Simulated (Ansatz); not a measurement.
# Alloy of KMgF3 and KZnF3 (4 of 8 Mg sites exchanged), 40 atoms

Aim: relax the alloy cell and compare the gap by PBEsol and HSE06.

Method: density functional theory in Ansatz 0.2.0, PAW datasets, plane waves.

## Step 1: The system as built

40 atoms (8 K, 4 Mg, 4 Zn, 24 F); a = 8.044 Å, b = 8.044 Å, c = 8.044 Å, α = 90.00°, β = 90.00°, γ = 90.00°. All atoms were shaken off their sites by about 0.02 Å along each axis.

Steps to follow: (2) PBEsol cell relaxation at the single k point (¼, ¼, ¼), on 1 × NVIDIA H100 80GB HBM3 with 2 threads of AMD EPYC 7R13; (3) HSE06 single point at the Γ point alone, on 1 × NVIDIA H100 80GB HBM3 with 2 threads of AMD EPYC 7R13.

## Step 2: PBEsol relaxation of the cell and the positions

File in.yaml:

```yaml
crystal:
  lattice:
    - [8.043535, 0.000000, 0.000000]
    - [0.000000, 8.043535, 0.000000]
    - [0.000000, 0.000000, 8.043535]
  atoms:
    - { symbol: K, position: [0.999960, 0.003793, 0.002477] }
    - { symbol: K, position: [0.997314, 0.995850, 0.496548] }
    - { symbol: K, position: [0.001810, 0.503625, 0.998252] }
    - { symbol: K, position: [0.001631, 0.503147, 0.497652] }
    - { symbol: K, position: [0.501714, 0.999428, 0.003939] }
    - { symbol: K, position: [0.499805, 0.997753, 0.503005] }
    - { symbol: K, position: [0.502742, 0.503582, 0.996657] }
    - { symbol: K, position: [0.501063, 0.502657, 0.500274] }
    - { symbol: Mg, position: [0.251437, 0.253103, 0.249767] }
    - { symbol: Mg, position: [0.250574, 0.751356, 0.248223] }
    - { symbol: Mg, position: [0.245635, 0.750382, 0.750186] }
    - { symbol: Mg, position: [0.744082, 0.749735, 0.751722] }
    - { symbol: Zn, position: [0.249633, 0.251025, 0.748621] }
    - { symbol: Zn, position: [0.750810, 0.248216, 0.252624] }
    - { symbol: Zn, position: [0.748084, 0.251046, 0.752483] }
    - { symbol: Zn, position: [0.752644, 0.755755, 0.254279] }
    - { symbol: F, position: [0.248381, 0.248907, 0.999666] }
    - { symbol: F, position: [0.251850, 0.248776, 0.500456] }
    - { symbol: F, position: [0.247649, 0.755134, 0.003448] }
    - { symbol: F, position: [0.248530, 0.748060, 0.499283] }
    - { symbol: F, position: [0.749336, 0.252504, 0.000373] }
    - { symbol: F, position: [0.748052, 0.248706, 0.499749] }
    - { symbol: F, position: [0.748837, 0.749391, 0.999411] }
    - { symbol: F, position: [0.747957, 0.750913, 0.496087] }
    - { symbol: F, position: [0.002718, 0.244784, 0.249633] }
    - { symbol: F, position: [0.000726, 0.249422, 0.750376] }
    - { symbol: F, position: [0.999541, 0.751458, 0.253198] }
    - { symbol: F, position: [0.997925, 0.748049, 0.751794] }
    - { symbol: F, position: [0.499880, 0.250858, 0.257003] }
    - { symbol: F, position: [0.498683, 0.248003, 0.748303] }
    - { symbol: F, position: [0.504274, 0.750507, 0.245115] }
    - { symbol: F, position: [0.503857, 0.749519, 0.753089] }
    - { symbol: F, position: [0.248672, 0.000606, 0.250891] }
    - { symbol: F, position: [0.252995, 0.004574, 0.748465] }
    - { symbol: F, position: [0.247468, 0.503039, 0.252885] }
    - { symbol: F, position: [0.248424, 0.502843, 0.748512] }
    - { symbol: F, position: [0.747554, 0.003982, 0.249487] }
    - { symbol: F, position: [0.750831, 0.996605, 0.749967] }
    - { symbol: F, position: [0.754702, 0.499948, 0.247390] }
    - { symbol: F, position: [0.750392, 0.501708, 0.750687] }
  symmetry: { detect: false }
kpoints:
  mp_grid: { grid: [1, 1, 1], shift: [0.25, 0.25, 0.25] }
hamiltonian:
  xc: pbesol
scf:
  occupations: { method: fermi_dirac, width: 0.01 }
relax:
  f_tol: 0.03
  max_steps: 80
  escape_saddle: false
  adjacent_minimum: "off"
  cell: { fix: [shape] }
output:
  forces: true
  eigenvalues: true
  populations: true
```

Run with:

```
ansatz run in.yaml --threads 2 --pin off --max-ram 20900MiB --runs-dir r --events-out ev --progress --plain --backend cuda --devices 0, --max-vram 18GiB
```

After this run come: HSE06 on the final geometry.

What does the calculation give? Wanted: for each run, top filled to lowest empty.

As calculated:

```
             level         time   k points  top filled to lowest empty (eV)
PBEsol, relaxation  5.7 s (GPU)  (¼, ¼, ¼)                             5.68
             HSE06   12 s (GPU)          Γ                             7.33
```

```
     quantity                                                                      value
   relaxation                                           5 recorded steps, 0.21 eV gained
largest shift                                                               0.07 Å (F31)
 relaxed cell  a = 8.045 Å, b = 8.045 Å, c = 8.045 Å, α = 90.00°, β = 90.00°, γ = 90.00°
   mean bonds                                        F–K 2.845, F–Mg 2.000, F–Zn 2.023 Å
```

**What this shows.** The relaxation lowers the energy by 0.21 eV; the largest shift is 0.07 Å (F31), while the volume changes by +0.1 %. The mean lengths of the listed bonds run from F–Mg 2.00 Å to F–K 2.84 Å. Rows on different k points differ by sampling as well as by level. With one k point the spacing samples only the states that fold onto it, so it can exceed the gap over the zone.
